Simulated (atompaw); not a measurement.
# Antimony: generating and testing a PAW (atompaw) potential

Task: generate the file, and judge it by its logarithmic derivatives, its ghosts and its cutoff.

Program: atompaw 4.2.0.5. Reference atom: PBE, scalar-relativistic, spherical and spin-unpolarised. All values are calculated.

### Step 1. Settings

Typed settings, in words:

```
element                 : antimony (Sb, Z = 51)
type                    : PAW
frozen core             : [Kr]
valence charge          : 15
reference configuration : 4d10 5s2 5p3
partial waves           : 5s (bound): rc 2.40 bohr; 5s channel at 3.8 Ry: rc 2.40 bohr; 5p (bound): rc 2.40 bohr; 5p channel at 5 Ry: rc 2.40 bohr; 4d (bound): rc 1.30 bohr; 4d channel at -2.15 Ry: rc 2.40 bohr
local potential         : troulliermartins scheme with l = 3 at 0 Ry, radius 2.15 bohr
core correction         : smooth core density matched at 1.45 bohr
augmentation charge     : sinc compensation charge, radius 1.75 bohr; PAW radius 2.40 bohr; waves and projectors: custom rrkj vanderbiltortho
```

The nodes and maxima of the atom's own shells, from an earlier all-electron run, set the scale for the radii.

All-electron outer shells of the reference configuration (PBE, scalar-relativistic, ld1.x):

```csv
shell,level (eV),outermost node (bohr),outermost maximum (bohr)
4s,-148.83,0.39,0.73
4p,-101.79,0.39,0.76
4d,-33.51,0.38,0.84
5s,-12.83,0.95,1.90
5p,-4.83,1.04,2.35
```

### Step 2. The generation run

Input file Sb.input:

```
Sb 51
GGA-PBE scalarrelativistic loggrid 1500 logderivrange -4 5 226
5 5 4 0 0 0
5 1 3
0 0 0
c
c
c
c
v
c
c
c
v
c
v
2
2.40 1.75 2.15 1.45
y
3.8
n
y
5
n
y
-2.15
n
custom rrkj vanderbiltortho sinc
3 0 troulliermartins
2.40
2.40
2.40
2.40
1.30
2.40
PWSCFOUT
UPFDX 0.0125d0 UPFXMIN -7.d0 UPFZMESH 51.d0
END
```

Run with:

```sh
$ atompaw < Sb.input > Sb.log
```

Before running it: what results should come out? Wanted: cutoffs for 10 and 1 mRy, occupied levels; bound ghosts; largest phase difference near zero energy, channels read; lowest eigenvalue of the overlap; share of valence orbitals outside the PAW sphere; UPF file.

**Answer**, as computed:

| quantity | value |
| --- | --- |
| cutoffs for 10 and 1 mRy, occupied levels | 90 Ry and 140 Ry |
| bound ghosts | s at -74.37 eV |
| largest phase difference near zero energy, channels read | 0.445 rad |
| lowest eigenvalue of the overlap (Bessel basis) | 0.051 (d) |
| share of valence orbitals outside the PAW sphere | 5s 36 %, 5p 63 %, 4d 1 % |
| UPF file | written |

**Reading.** A bound ghost (s) makes it unfit for use: electrons can fall into a state that the atom doesn't have. By its cutoff, 90 Ry for the looser tolerance, it is hard. The slowest occupied level is 4d: taken alone it needs 90 Ry to come within 1 mRy, against 8 Ry for 5p. Near zero energy the largest phase difference among the channels read is 0.44 rad, in the d channel (at the energies tabulated). All of this concerns the isolated atom, not yet a solid.
